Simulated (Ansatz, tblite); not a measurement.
# In11P12 zinc blende off sphere (In₁₁P₁₂H₃₂+): one state, many levels

Aim: run the singlet of In11P12 zinc blende off sphere (In₁₁P₁₂H₃₂+) at one geometry on many levels, and compare frontier levels, spin and run time.

Method: as each input shows; program: Ansatz 0.2.0, Gaussian basis.

The runs, in order: GFN1-xTB, GFN2-xTB, PBE-D4/def2-SVP, r2SCAN-D4/def2-SVP, LC-ωPBE/def2-SVP, BHLYP-D4/def2-SVP, PBE0-D4/def2-TZVP, PBE-D4/def2-TZVP, MP2/def2-SVP, RPA/def2-SVP.

1 further run of the same task is left out (for a known fault of the program).

**1. The structure**

The geometry is that of the singlet, from an earlier relaxation (PBE-D4/def2-SVP).

55 atoms, charge 1, spin multiplicity 1.

Bond lengths: In1–P13 2.670 Å, In1–P14 2.659 Å, In1–H24 1.729 Å, In1–H25 1.735 Å, In2–P12 2.682 Å, In2–P16 2.682 Å, In2–H26 1.727 Å, In2–H27 1.723 Å, In3–P15 2.666 Å, In3–P17 2.649 Å, In3–H28 1.726 Å, In3–H29 1.748 Å, In4–P13 2.559 Å, In4–P18 2.624 Å, In4–P19 2.637 Å, In4–H30 1.727 Å, In5–P15 2.569 Å, In5–P18 2.661 Å and more. Angles: P13–In1–P14 94.0°, P13–In1–H24 107.1°, P13–In1–H25 103.9°, P14–In1–H24 107.6°, P14–In1–H25 104.7°, H24–In1–H25 132.9°, P12–In2–P16 97.5°, P12–In2–H26 103.4°, P12–In2–H27 104.7°, P16–In2–H26 103.4°, P16–In2–H27 104.9°, H26–In2–H27 136.7°, P15–In3–P17 93.0°, P15–In3–H28 108.1°, P15–In3–H29 102.6°, P17–In3–H28 111.2°, P17–In3–H29 103.2°, H28–In3–H29 131.8° and more.

In takes a core potential in the def2 sets. No spin-orbit coupling is included. The ion is computed in the gas phase, without counter-ions or solvent.

PBE0-D4/def2-SVP was run before; its log isn't repeated, and its numbers join the tables.

**2. GFN1-xTB**

Tight binding, by tblite at 300 K electronic temperature and without a spin-polarisation term:

```python
tblite.interface.Calculator('GFN1-xTB', numbers, positions, charge=1, uhf=0).singlepoint()
```

Energy -1792.6690 eV, HOMO -11.56 eV, LUMO -8.80 eV; 0.77 s.

**3. GFN2-xTB**

Tight binding, by tblite at 300 K electronic temperature and without a spin-polarisation term:

```python
tblite.interface.Calculator('GFN2-xTB', numbers, positions, charge=1, uhf=0).singlepoint()
```

Energy -1625.2870 eV, HOMO -12.98 eV, LUMO -10.25 eV; 0.59 s.

**4. PBE-D4/def2-SVP**

start.molden holds the orbitals of an earlier run on this state, given as this run's starting guess.

Input file in.yaml:

```yaml
crystal:
  periodic: [false, false, false]
  atoms:
    - {symbol: In, position_ang: [-5.067580, 1.659418, -0.441379]}
    - {symbol: In, position_ang: [-2.619283, -3.733853, 2.988908]}
    - {symbol: In, position_ang: [1.026314, -4.375434, -0.695349]}
    - {symbol: In, position_ang: [-2.050071, 2.100097, -3.752724]}
    - {symbol: In, position_ang: [1.376600, -1.229431, -3.881319]}
    - {symbol: In, position_ang: [-1.637172, -1.030034, -0.875734]}
    - {symbol: In, position_ang: [-1.339180, 1.810430, 2.602508]}
    - {symbol: In, position_ang: [1.356981, -1.265790, 1.863246]}
    - {symbol: In, position_ang: [1.346211, 1.693798, -0.760952]}
    - {symbol: In, position_ang: [4.550308, -0.929189, -0.655724]}
    - {symbol: In, position_ang: [3.941608, 2.622074, 3.127737]}
    - {symbol: P, position_ang: [-3.120835, -2.520907, 0.649765]}
    - {symbol: P, position_ang: [-3.240954, 0.587220, -2.067084]}
    - {symbol: P, position_ang: [-3.262179, 2.841306, 1.112832]}
    - {symbol: P, position_ang: [-0.119990, -2.546077, -2.260142]}
    - {symbol: P, position_ang: [-0.169302, -2.718955, 3.391022]}
    - {symbol: P, position_ang: [2.771981, -2.642503, 0.287697]}
    - {symbol: P, position_ang: [-0.386232, 0.457513, -4.943068]}
    - {symbol: P, position_ang: [-0.214827, 3.212999, -2.220439]}
    - {symbol: P, position_ang: [2.765852, 0.227068, -2.271294]}
    - {symbol: P, position_ang: [-0.217800, 0.370590, 0.705721]}
    - {symbol: P, position_ang: [2.796799, 0.226917, 3.455106]}
    - {symbol: P, position_ang: [2.833120, 3.192738, 0.736140]}
    - {symbol: H, position_ang: [-5.878707, 2.897494, -1.335599]}
    - {symbol: H, position_ang: [-5.636829, 0.311534, 0.491272]}
    - {symbol: H, position_ang: [-3.602578, -2.862384, 4.109192]}
    - {symbol: H, position_ang: [-2.351896, -5.385376, 2.576359]}
    - {symbol: H, position_ang: [1.804363, -5.536868, -1.708232]}
    - {symbol: H, position_ang: [-0.134429, -4.550349, 0.599756]}
    - {symbol: H, position_ang: [-2.870228, 3.216046, -4.784971]}
    - {symbol: H, position_ang: [2.214854, -2.044857, -5.155337]}
    - {symbol: H, position_ang: [-2.094572, 0.658296, 3.660078]}
    - {symbol: H, position_ang: [-0.169632, 3.050162, 2.959277]}
    - {symbol: H, position_ang: [5.745177, -1.726213, -1.612202]}
    - {symbol: H, position_ang: [4.689328, 0.265181, 0.616737]}
    - {symbol: H, position_ang: [5.590944, 2.296265, 2.754287]}
    - {symbol: H, position_ang: [3.068460, 3.653767, 4.200115]}
    - {symbol: H, position_ang: [-3.684299, -3.490294, -0.239438]}
    - {symbol: H, position_ang: [-4.292026, -1.711373, 0.809192]}
    - {symbol: H, position_ang: [-3.974279, -0.267718, -2.956796]}
    - {symbol: H, position_ang: [-4.017645, 3.704199, 1.969644]}
    - {symbol: H, position_ang: [-2.660149, 3.881614, 0.334375]}
    - {symbol: H, position_ang: [-1.042461, -3.220179, -3.127594]}
    - {symbol: H, position_ang: [0.683112, -3.788976, 3.811358]}
    - {symbol: H, position_ang: [-0.195847, -2.005475, 4.632143]}
    - {symbol: H, position_ang: [3.504247, -3.399710, 1.263880]}
    - {symbol: H, position_ang: [-1.226720, -0.341433, -5.783481]}
    - {symbol: H, position_ang: [0.253242, 1.196127, -5.991235]}
    - {symbol: H, position_ang: [0.574351, 4.103277, -3.016030]}
    - {symbol: H, position_ang: [-0.827529, 4.191108, -1.374544]}
    - {symbol: H, position_ang: [3.454517, 1.171181, -3.102847]}
    - {symbol: H, position_ang: [2.023429, 0.294698, 4.658972]}
    - {symbol: H, position_ang: [3.810647, -0.658305, 3.942943]}
    - {symbol: H, position_ang: [2.078936, 4.403645, 0.853035]}
    - {symbol: H, position_ang: [3.843910, 3.684882, -0.149730]}
basis:
  gaussian: {orbitals: def2-SVP, fitting: {mean_field: def2-universal-jkfit}, initial_orbitals: start.molden}
total_charge: 1
hamiltonian: {xc: pbe, dispersion: d4}
scf: {omitted_lower_state_checks: [starts]}
output: {orbitals: {seedname: orbitals}}
```

Command:

```
$ ansatz run in.yaml --threads 5 --pin off --events-out ev --progress --plain --max-ram 66560MiB --backend cuda --devices 0, --max-vram 37GiB
```

Further steps of the session: r2SCAN-D4/def2-SVP; LC-ωPBE/def2-SVP; BHLYP-D4/def2-SVP; PBE0-D4/def2-TZVP; PBE-D4/def2-TZVP; MP2/def2-SVP; RPA/def2-SVP.

Q: Predict the results of all the runs planned. Wanted: gap in def2-SVP, named functionals, smallest and largest; correlation energy, MP2/def2-SVP; PBE0 total energy, smallest basis above largest.

The runs gave:

```
                                                quantity                                value
gap in def2-SVP, named functionals, smallest and largest  3.39 eV (PBE-D4), 9.26 eV (LC-ωPBE)
                        correlation energy, MP2/def2-SVP                            -69.21 eV
         PBE0 total energy, smallest basis above largest       39.96 eV (def2-SVP, def2-TZVP)
```

In words: Orbital gaps of the named functionals in def2-SVP span 3.39 eV (PBE-D4) to 9.26 eV (LC-ωPBE); exact exchange widens it.
